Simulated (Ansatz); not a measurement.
# H2OW: the cost of one run

Program: Ansatz 0.2.0, Gaussian basis. Level of theory: def2-TZVPP, core rule «outside noble gas», up to 5 orbitals frozen. These are calculated values, not measurements.

The runs, in order: UHF; CCSD(T) on ROHF; CCSD(T) on UHF; CCSDT(Q) on ROHF; CCSDT(Q) on UHF.

9 further runs of the same task are left out: 4 for a known fault of the program, 5 set aside as unsound or not needed.

## (1) The system

The geometry is a PBE0/def2-TZVP stationary point (not a proven minimum) of the parent state, kept for this charge and spin. No spin-orbit coupling is included. Elements past krypton take def2 core potentials.

4 atoms, charge 0, spin multiplicity 3.

Atoms are counted from 1 here; the program's logs count them from 0.

Bond lengths: W1–O2 2.152 Å, O2–H3 0.965 Å, O2–H4 0.965 Å. Angles: W1–O2–H3 124.1°, W1–O2–H4 124.1°, H3–O2–H4 111.8°.

## (2) UHF

in.yaml

```yaml
crystal:
  periodic: [false, false, false]
  atoms:
    - {symbol: W, position_ang: [0.000000, 0.000000, 0.197478]}
    - {symbol: O, position_ang: [0.000000, 0.000000, -1.954627]}
    - {symbol: H, position_ang: [0.000000, 0.799204, -2.495928]}
    - {symbol: H, position_ang: [0.000000, -0.799204, -2.495928]}
basis:
  gaussian: {orbitals: def2-TZVPP}
magnetization: {spin_polarized: true, initial_magnetization: 2}
hamiltonian: {xc: hf}
output: {orbitals: {seedname: orbitals}}
```

Command:

```sh
> ansatz run in.yaml --threads 1 --pin off --events-out ev --progress --plain --max-ram 2816MiB --backend cpu
```

Q: Estimate wall time and peak memory on 1 thread of AMD EPYC 7R13, shared host.

About 53 s, with a peak of 0.28 GiB.
